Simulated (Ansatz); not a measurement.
# ZrBr2F2: basis-set convergence

One table from this session's results is given with a row withheld; the runs are named, their logs left out.

The runs use Ansatz 0.2.0, Gaussian basis; one geometry, several basis sets.

Plan: PBE0-D4/def2-SVP; ωB97M-V/def2-SVP; PBE0-D4/def2-QZVPP; ωB97M-V/def2-QZVPP; the functionals' def2-TZVPP values are taken from earlier runs.

## The geometry

All runs share one geometry, relaxed beforehand with PBE0-D4 in a triple-zeta def2 set. Zr takes the def2 core potential; no spin-orbit term is included.

SMILES `[F][Zr]([F])([Br])[Br]`, 5 atoms, charge 0, spin multiplicity 1.

Atoms are counted from 1 here; the program's logs count them from 0.

Bond lengths: F1–Zr2 1.880 Å, Zr2–F3 1.880 Å, Zr2–Br4 2.485 Å, Zr2–Br5 2.485 Å. Angles: F1–Zr2–F3 108.7°, F1–Zr2–Br4 109.5°, F1–Zr2–Br5 109.5°, F3–Zr2–Br4 109.5°, F3–Zr2–Br5 109.5°, Br4–Zr2–Br5 110.3°.

Coordinates:

```mol
Br2F2Zr
  3D, bonds by distance, orders not assigned

  5  4  0  0  0  0  0  0  0  0999 V2000
    0.1808   -0.6172    1.8469 F   0  0
    0.0901   -0.1039    0.0410 Zr  0  0
    1.3540   -1.0993   -0.9310 F   0  0
   -2.1863   -0.5706   -0.8394 Br  0  0
    0.6115    2.3174   -0.1590 Br  0  0
  1  2  8  0
  2  3  8  0
  2  4  8  0
  2  5  8  0
M  END
```

Set-up of the first run:

in.yaml

```yaml
crystal:
  periodic: [false, false, false]
  atoms:
    - {symbol: F, position_ang: [0.180768, -0.617213, 1.846919]}
    - {symbol: Zr, position_ang: [0.090097, -0.103934, 0.041026]}
    - {symbol: F, position_ang: [1.353961, -1.099256, -0.931035]}
    - {symbol: Br, position_ang: [-2.186305, -0.570647, -0.839359]}
    - {symbol: Br, position_ang: [0.611479, 2.317449, -0.158951]}
basis:
  gaussian: {orbitals: def2-SVP}
hamiltonian: {xc: pbe0, dispersion: d4}
output: {orbitals: {seedname: orbitals}}
```

The run is started by

```console
$ ansatz run in.yaml --threads 4 --pin off --events-out ev --progress --plain --max-ram 10444MiB
```

Among the steps run: PBE0-D4 in def2-SVP; ωB97M-V in def2-SVP; PBE0-D4 in def2-QZVPP; ωB97M-V in def2-QZVPP.

One of the session's tables, all rows but one given; the rest of the session is left out.

It belongs to the step «Functionals by basis». 

| functional | basis | HOMO (eV) | LUMO (eV) |
| --- | --- | --- | --- |
| PBE0-D4 | def2-SVP | -9.02 | -2.37 |
| PBE0-D4 | def2-TZVPP | ? | ? |
| PBE0-D4 | def2-QZVPP | -9.03 | -2.37 |
| ωB97M-V | def2-SVP | -11.13 | -0.26 |
| ωB97M-V | def2-TZVPP | -11.18 | -0.33 |
| ωB97M-V | def2-QZVPP | -11.18 | -0.32 |

**Question.** Estimate the row for PBE0-D4, def2-TZVPP.

**Answer.** HOMO (eV): -9.04; LUMO (eV): -2.39. In the column «HOMO (eV)» it lies between ωB97M-V, def2-SVP (-11.13) and PBE0-D4, def2-QZVPP (-9.03).
